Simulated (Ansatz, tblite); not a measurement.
**The cluster Be5Se5: a ladder of methods and basis sets**

Aim: run the singlet of the cluster Be5Se5 at one geometry on many levels, and compare frontier levels, spin and run time.

Computed with Ansatz 0.2.0, Gaussian basis. Level: as each input shows.

The runs, in order: GFN1-xTB, GFN2-xTB, PBE-D4/def2-TZVP, r2SCAN-D4/def2-TZVP, HSE06-D4/def2-TZVP, B2PLYP/def2-TZVP, PBE-D4/def2-SVP, PBE0-D4/def2-SVP, HF/STO-3G, MP2/def2-TZVP.

4 further runs of the same task are left out: 2 that didn't finish, 2 set aside as unsound or not needed. Runs told in other sessions of the task aren't counted.

## (1) The relaxed structure

The geometry is that of the singlet, from an earlier relaxation (PBE-D4/def2-SVP). At that level it is the lowest of the isomers that a small search found.

10 atoms, charge 0, spin multiplicity 1.

Bond lengths: Be1–Se7 2.080 Å, Be1–Se9 1.987 Å, Be2–Se7 2.245 Å, Be2–Se8 2.182 Å, Be2–Se10 2.196 Å, Be3–Se6 2.229 Å, Be3–Se8 2.229 Å, Be3–Se9 2.147 Å, Be4–Se6 2.182 Å, Be4–Se7 2.245 Å, Be4–Se10 2.196 Å, Be5–Se6 2.183 Å, Be5–Se8 2.183 Å, Be5–Se10 2.182 Å. Angles: Se7–Be1–Se9 158.6°, Se7–Be2–Se8 129.4°, Se7–Be2–Se10 101.8°, Se8–Be2–Se10 109.1°, Se6–Be3–Se8 108.6°, Se6–Be3–Se9 125.0°, Se8–Be3–Se9 125.0°, Se6–Be4–Se7 129.4°, Se6–Be4–Se10 109.1°, Se7–Be4–Se10 101.8°, Se6–Be5–Se8 112.0°, Se6–Be5–Se10 109.6°, Se8–Be5–Se10 109.7°, Be3–Se6–Be4 82.9°, Be3–Se6–Be5 69.5°, Be4–Se6–Be5 65.2°, Be1–Se7–Be2 91.8°, Be1–Se7–Be4 91.8° and more.

PBE0-D4/def2-TZVP was run before; its log isn't repeated, and its numbers join the tables.

## (2) GFN1-xTB

Tight binding, by tblite at 300 K electronic temperature and without a spin-polarisation term:

```python
tblite.interface.Calculator('GFN1-xTB', numbers, positions, charge=0, uhf=0).singlepoint()
```

Energy -566.5814 eV, HOMO -8.93 eV, LUMO -7.24 eV; 0.011 s.

## (3) GFN2-xTB

Tight binding, by tblite at 300 K electronic temperature and without a spin-polarisation term:

```python
tblite.interface.Calculator('GFN2-xTB', numbers, positions, charge=0, uhf=0).singlepoint()
```

Energy -533.2829 eV, HOMO -12.40 eV, LUMO -9.54 eV; 0.02 s.

## (4) PBE-D4/def2-TZVP

start.molden holds the orbitals of an earlier run on this state, given as this run's starting guess.

in.yaml reads:

```yaml
crystal:
  periodic: [false, false, false]
  atoms:
    - {symbol: Be, position_ang: [1.482213, 1.091801, -1.336220]}
    - {symbol: Be, position_ang: [0.929643, -0.930117, 0.960079]}
    - {symbol: Be, position_ang: [-0.586510, -0.177770, -1.418751]}
    - {symbol: Be, position_ang: [-0.290498, 1.041456, 1.217503]}
    - {symbol: Be, position_ang: [-1.415474, -0.982617, 0.815880]}
    - {symbol: Se, position_ang: [-2.023724, 0.902596, -0.101251]}
    - {symbol: Se, position_ang: [1.894482, 1.080822, 0.702397]}
    - {symbol: Se, position_ang: [-0.130002, -2.156946, -0.500809]}
    - {symbol: Se, position_ang: [0.515303, 0.714562, -3.030765]}
    - {symbol: Se, position_ang: [-0.375442, -0.583767, 2.691927]}
basis:
  gaussian: {orbitals: def2-TZVP, initial_orbitals: start.molden}
hamiltonian: {xc: pbe, dispersion: d4}
scf: {omitted_lower_state_checks: [starts]}
output: {orbitals: {seedname: orbitals}}
```

Run with:

```console
ansatz run in.yaml --threads 4 --pin off --events-out ev --progress --plain --max-ram 6963MiB
```

After this run come: r2SCAN-D4/def2-TZVP; HSE06-D4/def2-TZVP; B2PLYP/def2-TZVP; PBE-D4/def2-SVP; PBE0-D4/def2-SVP; HF/STO-3G; MP2/def2-TZVP.

Q: Predict the results of all the runs planned. Wanted: gap in def2-TZVP, named functionals, smallest and largest; correlation energy, MP2/def2-TZVP; binding an atom, functionals in def2-TZVP; PBE0 total energy, smallest basis above largest.

The runs gave:

| quantity | value |
| --- | --- |
| gap in def2-TZVP, named functionals, smallest and largest | 2.05 eV (PBE-D4), 3.75 eV (PBE0-D4) |
| correlation energy, MP2/def2-TZVP | -46.20 eV |
| binding an atom, functionals in def2-TZVP | 3.27 (B2PLYP) to 3.56 eV (PBE-D4) |
| PBE0 total energy, smallest basis above largest | 42.19 eV (def2-SVP, def2-TZVP) |

Over the named functionals in def2-TZVP the gap runs from 2.05 eV (PBE-D4) to 3.75 eV (PBE0-D4); exact exchange widens it.
